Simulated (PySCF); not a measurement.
# C4H11FSi (TMS-CH2F): the cost of one run

The runs use PySCF 2.14.0, with density-fitted response routines of our own; the level of theory stands in each step. All values are computed, except where a source is named. Atoms are numbered from 0 throughout.

**1. The molecule as given**

17 atoms, charge 0, multiplicity 1; geometry from: GFN2-xTB. The atoms were then displaced at random by about 0.03 Å, so the start is not that level's minimum.

Bonds of the start (Å): C0–Si1 1.94, Si1–C2 1.95, Si1–C3 2.02, Si1–C4 1.91, C4–F5 1.41, C0–H6 1.07, C0–H7 1.01, C0–H8 1.17, C2–H9 1.10, C2–H10 1.04, C2–H11 1.03, C3–H12 1.06, C3–H13 1.06, C3–H14 1.05, C4–H15 1.11, C4–H16 1.10.

**2. Geometry optimisation at PBE0-D3(BJ)/def2-SVP**

What the job is given:

```
{"job": {"xc": "PBE0", "basis": "def2-SVP", "d3": "d3bj", "grid": 1, "shake": 0.03, "kind": "geom"}, "charge": 0, "multiplicity": 1}
C     -0.579880    -1.893080     0.205950
Si    -0.022010    -0.050250    -0.055080
C     -1.244330     0.960100    -1.184430
C      1.869700    -0.024950    -0.751980
C      0.019610     0.776740     1.663140
F      0.406680     2.134040     1.581450
H     -0.703790    -2.330070    -0.760350
H      0.080440    -2.383810     0.796120
H     -1.623320    -1.815770     0.725040
H     -0.872840     1.995390    -1.199520
H     -1.246820     0.554900    -2.139550
H     -2.180510     0.967940    -0.749140
H      2.073460     1.010960    -0.836620
H      1.756230    -0.456490    -1.715460
H      2.434790    -0.632960    -0.110820
H     -0.954050     0.850480     2.198790
H      0.744090     0.360300     2.372900
```

Launch:

```console
> OMP_NUM_THREADS=1 python probes_run.py task.json out
```

This one command runs all jobs of the session in turn.

Q: Estimate the wall time and peak memory of this first job on 1 thread of Arm Neoverse V2, shared host.

About 78 s, with a peak of 0.56 GiB.
